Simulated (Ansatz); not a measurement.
# Cr (Chromium): a single-point run

Aim: a sound single-point run of Cr (Chromium). The structure is shown as the input types it.

Computed with Ansatz 0.2.0 (DFT, LDA, PAW with Ansatz's default frozen-core files, scalar-relativistic, unless a step's input says otherwise).

**1. The system as given**

The structure is hexagonal, space group P6_3/mmc (No. 194). The conventional cell has a = 2.714 Å, b = 2.714 Å, c = 4.410 Å, α = 90.00°, β = 90.00°, γ = 120.00°. Cr (site symmetry -6m2) has 12 Cr at 2.71 Å as nearest neighbours.

Structure file:

```cif
data_structure
_symmetry_space_group_name_H-M 'P 1'
_symmetry_Int_Tables_number 1
_cell_length_a 4.4100
_cell_length_b 2.7140
_cell_length_c 4.7008
_cell_angle_alpha 90.000
_cell_angle_beta 90.000
_cell_angle_gamma 90.000
_cell_volume 56.26
loop_
_atom_site_label
_atom_site_type_symbol
_atom_site_fract_x
_atom_site_fract_y
_atom_site_fract_z
_atom_site_occupancy
Cr1 Cr 0.25000 0.00000 0.33333 1
Cr2 Cr 0.25000 0.50000 0.83333 1
Cr3 Cr 0.75000 0.50000 0.16667 1
Cr4 Cr 0.75000 0.00000 0.66667 1
```

**2. Input and run**

input.yaml

```yaml
crystal:
  lattice:
    - [0.0, 0.0, 4.41]
    - [2.714, 0.0, 0.0]
    - [0.0, 4.7007858918, 0.0]
  atoms:
    - { symbol: Cr, position: [0.25, 1.0, 0.3333333334], spin: 3.0 }
    - { symbol: Cr, position: [0.25, 0.5, 0.8333333334], spin: 3.0 }
    - { symbol: Cr, position: [0.75, 0.5, 0.1666666666], spin: 3.0 }
    - { symbol: Cr, position: [0.75, 0.0, 0.6666666666], spin: 3.0 }
magnetization:
  spin_polarized: true
kpoints:
  mp_grid: { grid: [6, 10, 6] }
scf:
  occupations: { method: fermi_dirac, width: 0.03 }
  lower_state_search: "off"
  mixing: { algorithm: anderson, beta: 0.005, ndim: 1 }
  max_iter: 75
hamiltonian:
  xc: lda
  pseudopotentials: { kind: paw }
output:
  forces: true
  stress: true
  eigenvalues: true
  populations: true
```

Command:

```
> ansatz run input.yaml --threads 2 --pin off --max-ram 6144MiB --backend cpu --events-out ev --progress --plain --runs-dir out
```

What it wrote:

```text
Engine: ansatz 0.2.0
Pseudopotentials: kind: paw
Pseudopotential: Cr, paw, valence charge 14, recommended cutoff 420 eV (normal)
Functional definition: SPW92
  exchange = slater_x
  correlation = pw_c
Crystal: 4 atoms, lattice volume = 56.262 Å³
Basis set: ecut = 420 eV, 1097 PW (Γ)
Bands: 41, of which v1, the nominal top of the filled ones, is band 28 counted from 1 (27 counted from 0)
Symmetry: 16 space group operations
Space group: P63/mmc (ITA 194), of the structure as read, at distance tolerance 3.8e-5 Å
Magnetic group: BNS 194.263 (UNI 1493), of the structure as read, at distance tolerance 3.8e-5 Å
k-points: 96 of 360
Non-local potential: Cr, projectors of the file, l = 0: 3, l = 1: 2, l = 2: 3, l = 3: 1
PAW form: soft (Blöchl's): semilocal exchange-correlation on the pseudo side does not see the compensation charge
PAW frozen core: Cr, regenerated for the run's functional, and the local potential with it (the file was generated under x = pbe(κ = 0.804, μ = 0.2195149727645171), c = pbe(β = 0.06672455060314922))
PAW one-centre angular grid: Cr, 590 points (default); XC on 64 Gauss nodes
Initial density: superposition of atomic densities (chi_scale 0.1, normalization cell)
Starting moments: Σ|m| = 12 μB on 4 of 4 sites
Initial wavefunctions: pseudopotential atomic-orbital guess
Functional: x = slater, c = lda
SCF iter   1: F=—  HF=-13293.893457 eV  |F-HF|=—  |Δ(HF+E_count)|=         —  Δρ=2.06e-1 (↑2.06e-1 ↓5.61e-2)  dr2=2.50e1  dr2_m=5.31e0  M=6.540 μB ∫|m|=6.540 μB  β_m=0.01  ethr=3.10e-3  ⟨swp⟩=4.0  Hψ=23601  notcnv=0
preconditioner: auto → Kerker (q_TF=auto, 2.726 Å⁻¹)  [metal: Δε(μ)=0.007 eV  Ē_g=5.418 eV  σ=0.030 eV  W_gap=0.06  n_scr=20 (ndim 1)  ℏωp=24.3 eV  f_vac=0.000  D(μ)=4.66/eV (n_scr^D=54)]
spin=Collinear: Kerker preconditioning applied to the charge; magnetization (m = ρ↑ − ρ↓) channel mixes plain (no charge-response kernel on spin).
SCF iter   2: F=—  HF=-13293.779638 eV  |F-HF|=—  |Δ(HF+E_count)|=   1.14e-1  Δρ=2.05e-1 (↑2.05e-1 ↓5.57e-2)  dr2=2.46e1  dr2_m=5.28e0  M=6.549 μB ∫|m|=6.549 μB  β_m=0.01  ethr=3.10e-3  ⟨swp⟩=1.0  Hψ=9408  notcnv=0
Mixer restart at iter 2: flushing history
spin-set hold released at iteration 2 (the charge has settled, or the pull on large starting moments outlasts its swing): the magnetisation degrees of freedom join the quasi-Newton model from the next iteration; the mixer history was flushed
SCF iter   3: F=—  HF=-13293.689378 eV  |F-HF|=—  |Δ(HF+E_count)|=   9.03e-2  Δρ=2.03e-1 (↑2.03e-1 ↓5.53e-2)  dr2=2.42e1  dr2_m=5.16e0  M=6.546 μB ∫|m|=6.547 μB  β_m=0.01  ethr=3.10e-3  ⟨swp⟩=1.0  Hψ=7430  notcnv=0
SCF iter   4: F=—  HF=-13293.600630 eV  |F-HF|=—  |Δ(HF+E_count)|=   8.87e-2  Δρ=2.01e-1 (↑2.01e-1 ↓5.49e-2)  dr2=2.38e1  dr2_m=5.04e0  M=6.544 μB ∫|m|=6.545 μB  β_m=0.01  ethr=3.10e-3  ⟨swp⟩=1.0  Hψ=7430  notcnv=0
SCF iter   5: F=—  HF=-13293.513394 eV  |F-HF|=—  |Δ(HF+E_count)|=   8.72e-2  Δρ=1.99e-1 (↑1.99e-1 ↓5.45e-2)  dr2=2.34e1  dr2_m=4.92e0  M=6.542 μB ∫|m|=6.542 μB  β_m=0.01  ethr=3.10e-3  ⟨swp⟩=1.0  Hψ=7430  notcnv=0
SCF iter   6: F=—  HF=-13293.427643 eV  |F-HF|=—  |Δ(HF+E_count)|=   8.58e-2  Δρ=1.97e-1 (↑1.97e-1 ↓5.42e-2)  dr2=2.30e1  dr2_m=4.80e0  M=6.539 μB ∫|m|=6.540 μB  β_m=0.01  ethr=3.10e-3  ⟨swp⟩=1.0  Hψ=7430  notcnv=0
SCF iter   7: F=—  HF=-13293.343351 eV  |F-HF|=—  |Δ(HF+E_count)|=   8.43e-2  Δρ=1.94e-1 (↑1.94e-1 ↓5.38e-2)  dr2=2.27e1  dr2_m=4.68e0  M=6.537 μB ∫|m|=6.538 μB  β_m=0.01  ethr=3.10e-3  ⟨swp⟩=1.0  Hψ=7430  notcnv=0
SCF iter   8: F=—  HF=-13293.260491 eV  |F-HF|=—  |Δ(HF+E_count)|=   8.29e-2  Δρ=1.92e-1 (↑1.92e-1 ↓5.34e-2)  dr2=2.23e1  dr2_m=4.57e0  M=6.534 μB ∫|m|=6.535 μB  β_m=0.01  ethr=3.10e-3  ⟨swp⟩=1.0  Hψ=7430  notcnv=0
SCF iter   9: F=—  HF=-13293.179040 eV  |F-HF|=—  |Δ(HF+E_count)|=   8.15e-2  Δρ=1.90e-1 (↑1.90e-1 ↓5.30e-2)  dr2=2.19e1  dr2_m=4.46e0  M=6.532 μB ∫|m|=6.532 μB  β_m=0.01  ethr=3.10e-3  ⟨swp⟩=1.0  Hψ=7430  notcnv=0
[... 20 lines left out ...]
SCF iter  30: F=—  HF=-13291.752374 eV  |F-HF|=—  |Δ(HF+E_count)|=   5.71e-2  Δρ=1.52e-1 (↑1.52e-1 ↓4.62e-2)  dr2=1.56e1  dr2_m=2.60e0  M=6.459 μB ∫|m|=6.459 μB  β_m=0.01  ethr=3.10e-3  ⟨swp⟩=1.0  Hψ=7550  notcnv=0  defer=294
SCF iter  31: F=—  HF=-13291.696190 eV  |F-HF|=—  |Δ(HF+E_count)|=   5.62e-2  Δρ=1.51e-1 (↑1.51e-1 ↓4.59e-2)  dr2=1.54e1  dr2_m=2.54e0  M=6.454 μB ∫|m|=6.455 μB  β_m=0.01  ethr=3.10e-3  ⟨swp⟩=1.0  Hψ=7496  notcnv=0  defer=307
SCF iter  32: F=—  HF=-13291.640929 eV  |F-HF|=—  |Δ(HF+E_count)|=   5.53e-2  Δρ=1.49e-1 (↑1.49e-1 ↓4.56e-2)  dr2=1.51e1  dr2_m=2.47e0  M=6.449 μB ∫|m|=6.450 μB  β_m=0.01  ethr=3.10e-3  ⟨swp⟩=1.0  Hψ=7527  notcnv=0  defer=325
SCF iter  33: F=—  HF=-13291.586663 eV  |F-HF|=—  |Δ(HF+E_count)|=   5.43e-2  Δρ=1.47e-1 (↑1.47e-1 ↓4.53e-2)  dr2=1.49e1  dr2_m=2.40e0  M=6.444 μB ∫|m|=6.445 μB  ethr=1.79e-6  ⟨swp⟩=5.4  Hψ=37389  notcnv=0
Mixer restart at iter 33: flushing history
iteration 33: the SCF's residuals had fallen too slowly under its mixing. It goes on by minimising its free energy, and can end on another state than longer mixing would; under `scf.algorithm: density_mixing` no SCF does so, but by `scf.convergence.dm_fallback`
SCF iter  34: F=—  HF=-13291.893660 eV  |F-HF|=—  |Δ(HF+E_count)|=   3.07e-1  Δρ=9.84e-2 (↑9.84e-2 ↓7.44e-2)  dr2=1.22e1  dr2_m=8.18e-2  M=5.927 μB ∫|m|=5.927 μB  ethr=1.79e-6  ⟨swp⟩=4.4  Hψ=60753  notcnv=0
SCF iter  35: F=—  HF=-13288.525853 eV  |F-HF|=—  |Δ(HF+E_count)|=    3.37e0  Δρ=1.71e-2 (↑1.66e-2 ↓1.71e-2)  dr2=2.46e-3  dr2_m=1.46e-1  M=4.913 μB ∫|m|=4.914 μB  ethr=1.79e-6  ⟨swp⟩=5.6  Hψ=49171  notcnv=0
SCF iter  36: F=—  HF=-13288.637976 eV  |F-HF|=—  |Δ(HF+E_count)|=   1.12e-1  Δρ=1.23e-3 (↑9.05e-4 ↓1.23e-3)  dr2=1.96e-4  dr2_m=5.18e-4  M=2.811 μB ∫|m|=2.811 μB  ethr=1.79e-6  ⟨swp⟩=4.3  Hψ=43256  notcnv=0
SCF iter  37: F=—  HF=-13288.640376 eV  |F-HF|=—  |Δ(HF+E_count)|=   2.40e-3  Δρ=5.86e-4 (↑5.86e-4 ↓1.95e-4)  dr2=7.75e-5  dr2_m=7.73e-5  M=2.015 μB ∫|m|=2.015 μB  ethr=3.50e-7  ⟨swp⟩=3.5  Hψ=37737  notcnv=0
SCF iter  38: F=—  HF=-13288.640391 eV  |F-HF|=—  |Δ(HF+E_count)|=   1.54e-5  Δρ=1.74e-4 (↑1.74e-4 ↓1.67e-4)  dr2=1.53e-7  dr2_m=1.49e-5  M=2.007 μB ∫|m|=2.008 μB  ethr=1.38e-7  ⟨swp⟩=2.4  Hψ=21860  notcnv=0
```

Wall time 2.2 min (2 threads of Arm Neoverse V1, shared host).

Residual by cycle. The quantity is the density residual dr2, in eV.

| cycle | residual |
| --- | --- |
| 1 | 25 |
| 4 | 23.8 |
| 8 | 22.3 |
| 11 | 21.2 |
| 14 | 20.2 |
| 18 | 19 |
| 21 | 18.1 |
| 25 | 16.9 |
| 28 | 16.1 |
| 31 | 15.4 |
| 35 | 0.00246 |
| 38 | 1.5e-7 |

**3. What went wrong**

The job was cancelled at its limit on wall time. It gives no final result.

In the input, scf.mixing.algorithm is anderson; scf.mixing.beta is 0.005; scf.mixing.ndim is 1. The mixing step is so small that the density hardly moves per cycle. Several mixing settings were changed at once, so this run can't tell how much each is to blame.

The cure: delete scf.mixing.algorithm, scf.mixing.beta and scf.mixing.ndim (the default then holds).

**4. The mended run**

Other changes include scf.max_iter.

input.yaml, as its differences from that of step 2:

```diff
@@ -17,4 +17,2 @@
   lower_state_search: "off"
-  mixing: { algorithm: anderson, beta: 0.005, ndim: 1 }
-  max_iter: 75
 hamiltonian:
```

Command:

```
> ansatz run input.yaml --threads 2 --pin off --max-ram 6144MiB --backend cpu --events-out ev --progress --plain --runs-dir out
```

The main lines of its log:

```text
[...]
Basis set: ecut = 420 eV, 1097 PW (Γ)
[...]
Magnetic group: BNS 194.263 (UNI 1493), of the structure as read, at distance tolerance 3.8e-5 Å
k-points: 96 of 360
[...]
SCF iter   1: F=—  HF=-13293.893457 eV  |F-HF|=—  |Δ(HF+E_count)|=         —  Δρ=2.06e-1 (↑2.06e-1 ↓5.61e-2)  dr2=2.50e1  dr2_m=5.31e0  M=6.540 μB ∫|m|=6.540 μB  β_m=0.30  ethr=3.10e-3  ⟨swp⟩=4.0  Hψ=23601  notcnv=0
preconditioner: auto → Kerker (q_TF=auto, 2.726 Å⁻¹)  [metal: Δε(μ)=0.007 eV  Ē_g=5.418 eV  σ=0.030 eV  W_gap=0.06  n_scr=20 (ndim 8)  ℏωp=24.3 eV  f_vac=0.000  D(μ)=4.66/eV (n_scr^D=54)]
[...]
SCF iter   2: F=—  HF=-13288.943834 eV  |F-HF|=—  |Δ(HF+E_count)|=    4.95e0  Δρ=1.19e-1 (↑1.19e-1 ↓4.65e-2)  dr2=5.59e0  dr2_m=2.91e0  M=7.480 μB ∫|m|=7.480 μB  β_m=0.30  ethr=3.10e-3  ⟨swp⟩=2.0  Hψ=16074  notcnv=0  defer=451
[...]
SCF iter  16: F=-13288.640433 eV  HF=-13288.640433 eV  |F-HF|=6.25e-8  |Δ(HF+E_count)|=   2.13e-7  Δρ=1.11e-5 (↑1.11e-5 ↓4.84e-6)  dr2=6.22e-8  dr2_m=1.60e-8  M=1.906 μB ∫|m|=1.906 μB  β_m=0.85  ethr=1.70e-10  ⟨swp⟩=1.8  Hψ=23200  notcnv=0
SCF iter  17: F=-13288.640433 eV  HF=-13288.640433 eV  |F-HF|=5.51e-10  |Δ(HF+E_count)|=   3.20e-8  Δρ=1.23e-6 (↑1.23e-6 ↓9.92e-7)  dr2=1.33e-9  dr2_m=1.45e-10  M=1.902 μB ∫|m|=1.903 μB  ethr=1.11e-10  ⟨swp⟩=2.0  Hψ=22374  notcnv=0
[...]
SCF converged after 17 iterations
Magnetization: 1.9025 μB (28.9512 up, 27.0488 down)
[...]
Free energy (F): -13288.640433 eV
[...]
E sigma→0 (E₀):  -13288.625283 eV
[...]
Fermi energy:    14.863793 eV
[...]
  P = ⅓ Tr σ = -38.5896 GPa (-385.896 kbar)
[...]
```

Run time: 27 s. Hardware: 2 threads of Arm Neoverse V1, shared host; peak memory 0.53 GiB.

Both runs on one scale. The quantity is the density residual dr2, in eV.

| cycle | first try | second try |
| --- | --- | --- |
| 1 | 25 | 25 |
| 4 | 23.8 | 0.137 |
| 8 | 22.3 | 2.8e-4 |
| 11 | 21.2 | 1.7e-5 |
| 14 | 20.2 | 6.1e-7 |
| 18 | 19 | - |
| 21 | 18.1 | - |
| 25 | 16.9 | - |
| 28 | 16.1 | - |
| 31 | 15.4 | - |
| 35 | 0.00246 | - |
| 38 | 1.5e-7 | - |

**5. Summary of results**

| quantity | value |
| --- | --- |
| first try | out of time, 38 SCF cycles |
| cause | mixing too weak |
| second try | converged, 17 SCF cycles |
| energy (zero set by the potentials) | -13288.6404 eV |
| pressure | -38.59 GPa |
| absolute moment | 1.90 μB |
| largest force | 0.001 eV/Å |

In words: With the input mended the run converges in 17 SCF cycles. The structure is not at rest: the sound run finds -39 GPa, so these are no properties of the relaxed crystal. 
